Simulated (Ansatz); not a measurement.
# CH3NOSe: the cost of one run

Program: Ansatz 0.2.0, Gaussian basis. Level of theory: the settings change from run to run. These are calculated values, not measurements.

### Step 1. The molecule

The structure was relaxed beforehand with PBE0-D4 in a triple-zeta def2 set.

7 atoms, charge 0, spin multiplicity 1.

Atoms are counted from 1 here; the program's logs count them from 0.

Bond lengths: N1–C2 1.329 Å, N1–H5 1.003 Å, N1–H6 1.006 Å, C2–O3 1.331 Å, C2–Se4 1.805 Å, O3–H7 0.967 Å. Angles: C2–N1–H5 119.0°, C2–N1–H6 120.6°, H5–N1–H6 120.4°, N1–C2–O3 111.8°, N1–C2–Se4 125.4°, O3–C2–Se4 122.8°, C2–O3–H7 106.3°.

Geometry (Å):

```csv
atom,x (Å),y (Å),z (Å)
N1,-0.4584,0.9311,0.0590
C2,0.0573,-0.2728,-0.1668
O3,0.8455,-0.6673,0.8303
Se4,-0.2477,-1.2827,-1.6317
H5,-1.0703,1.3340,-0.6255
H6,-0.2395,1.4328,0.9036
H7,1.1742,-1.5433,0.5855
```

### Step 2. wB97/ANO-RCC-VTZP

Set apart from the defaults: a point charge of 0.50 e beside it, high accuracy.

File in.yaml:

```yaml
crystal:
  periodic: [false, false, false]
  atoms:
    - {symbol: N, position_ang: [-0.458358, 0.931099, 0.058983]}
    - {symbol: C, position_ang: [0.057316, -0.272801, -0.166773]}
    - {symbol: O, position_ang: [0.845501, -0.667267, 0.830299]}
    - {symbol: Se, position_ang: [-0.247664, -1.282655, -1.631744]}
    - {symbol: H, position_ang: [-1.070281, 1.333953, -0.625491]}
    - {symbol: H, position_ang: [-0.239466, 1.432848, 0.903551]}
    - {symbol: H, position_ang: [1.174153, -1.543279, 0.585475]}
basis:
  gaussian: {orbitals: ANO-RCC-VTZP, point_charges: [{charge: 0.50, position_ang: [5.456, 0.511, 0.757]}]}
hamiltonian: {xc: {name: wB97}}
accuracy: high
output: {forces: true}
```

On the command line:

```
$ ansatz run in.yaml --threads 2 --pin off --events-out ev --progress --plain --max-ram 4352MiB
```

Q: Estimate wall time and peak memory on 2 threads of Arm Neoverse V1, shared host.

About 3.7 min, with a peak of 1.2 GiB.
